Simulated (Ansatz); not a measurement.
**CH6MoN2O: up Jacob's ladder to CCSD(T)**

One table from this session's results is given with a row withheld; the runs are named, their logs left out.

The runs use Ansatz 0.2.0, Gaussian basis; functionals in def2-TZVPP, the program's frozen cores in correlated methods.

The runs, in order: LDA (SPW92), PBE-D4, revPBE-D4, BLYP-D4, r2SCAN-D4, B97M-V, PBE0-D4, B3LYP-D4, r2SCANh-D4, r2SCAN0-D4, HSE06-D4, BHLYP-D4, CAM-B3LYP-D4, LC-ωPBE, ωB97X-V, ωB97M-V, B2PLYP, PBE-QIDH; CCSD(T)/def2-SVP; CCSD(T)/def2-TZVPP; MP2/def2-QZVPP; extrapolation to the limit; RPA on PBE.

2 further runs of the same task are left out: 2 for a known fault of the program.

## The relaxed structure

The geometry comes from an earlier relaxation with PBE0-D4 in a triple-zeta def2 set; it is a stationary point, not always the lowest conformer. Mo takes the def2 core potential; no spin-orbit term is included.

SMILES `[CH3][Mo](=[NH])(=[NH])[OH]`, 11 atoms, charge 0, spin multiplicity 1.

Atoms are counted from 1 here; the program's logs count them from 0.

Bond lengths: C1–Mo2 2.112 Å, C1–H6 1.090 Å, C1–H7 1.094 Å, C1–H8 1.093 Å, Mo2–N3 1.725 Å, Mo2–N4 1.727 Å, Mo2–O5 1.892 Å, N3–H9 1.010 Å, N4–H10 1.011 Å, O5–H11 0.960 Å. Angles: Mo2–C1–H6 111.8°, Mo2–C1–H7 108.3°, Mo2–C1–H8 108.8°, H6–C1–H7 109.0°, H6–C1–H8 109.0°, H7–C1–H8 110.0°, C1–Mo2–N3 103.8°, C1–Mo2–N4 104.0°, C1–Mo2–O5 110.8°, N3–Mo2–N4 112.1°, N3–Mo2–O5 112.2°, N4–Mo2–O5 113.2°, Mo2–N3–H9 156.5°, Mo2–N4–H10 151.7°, Mo2–O5–H11 121.6°.

Set-up of the first run:

in.yaml

```yaml
crystal:
  periodic: [false, false, false]
  atoms:
    - {symbol: C, position_ang: [-1.523221, 0.372768, 0.434527]}
    - {symbol: Mo, position_ang: [0.419359, -0.256127, -0.103370]}
    - {symbol: N, position_ang: [1.276490, -0.274327, 1.393070]}
    - {symbol: N, position_ang: [0.983695, 0.988114, -1.159245]}
    - {symbol: O, position_ang: [0.369977, -1.961367, -0.921377]}
    - {symbol: H, position_ang: [-1.511309, 1.343441, 0.931027]}
    - {symbol: H, position_ang: [-1.948501, -0.369738, 1.115492]}
    - {symbol: H, position_ang: [-2.133539, 0.442793, -0.470053]}
    - {symbol: H, position_ang: [1.998012, -0.014416, 2.050405]}
    - {symbol: H, position_ang: [1.616049, 1.743770, -1.386859]}
    - {symbol: H, position_ang: [0.518486, -2.071910, -1.863117]}
basis:
  gaussian: {orbitals: def2-TZVPP}
hamiltonian: {xc: lda}
output: {orbitals: {seedname: orbitals}}
```

Launch:

```sh
$ ansatz run in.yaml --threads 4 --pin off --events-out ev --progress --plain --max-ram 10444MiB
```

Among the steps run: LDA; PBE-D4 (GGA); revPBE-D4 (GGA); BLYP-D4 (GGA); r2SCAN-D4 (meta-GGA); B97M-V (meta-GGA); B3LYP-D4 (hybrid); r2SCANh-D4 (hybrid); r2SCAN0-D4 (hybrid); HSE06-D4 (hybrid); BHLYP-D4 (hybrid); CAM-B3LYP-D4 (range-separated); LC-ωPBE (range-separated); ωB97X-V (range-separated); ωB97M-V (range-separated); B2PLYP (double hybrid); PBE-QIDH (double hybrid).

One table of the session follows, with a row left open; its other results are not shown here.

It belongs to the step «Frontier levels by functional». 

| functional | HOMO (eV) | LUMO (eV) | gap (eV) |
| --- | --- | --- | --- |
| LDA (SPW92) | -6.51 | -2.51 | 4.00 |
| PBE-D4 | -6.32 | -2.29 | 4.03 |
| revPBE-D4 | -6.24 | -2.20 | 4.04 |
| BLYP-D4 | -6.19 | -2.20 | 3.99 |
| r2SCAN-D4 | -6.59 | -2.20 | 4.38 |
| B97M-V | -6.63 | -2.16 | 4.48 |
| PBE0-D4 | -7.64 | -1.47 | 6.18 |
| B3LYP-D4 | -7.42 | -1.71 | 5.71 |
| r2SCANh-D4 | ? | ? | ? |
| r2SCAN0-D4 | -7.83 | -1.42 | 6.41 |
| HSE06-D4 | -7.24 | -1.85 | 5.39 |
| BHLYP-D4 | -8.83 | -0.51 | 8.32 |
| CAM-B3LYP-D4 | -9.02 | -0.39 | 8.63 |
| LC-ωPBE | -10.37 | 0.76 | 11.13 |
| ωB97X-V | -10.01 | 0.69 | 10.70 |
| ωB97M-V | -9.93 | 0.62 | 10.55 |

Estimate the missing values for r2SCANh-D4.

Worked estimate for «HOMO (eV)». Against the share of exact exchange, r2SCAN-D4 (0, -6.59), r2SCAN0-D4 (0.25, -7.83) give a slope of -4.96 per unit share; at 0.1 the line stands at -7.09.

The run gave: HOMO (eV): -7.09; LUMO (eV): -1.89; gap (eV): 5.19. In «HOMO (eV)» the line misses by 0.00.
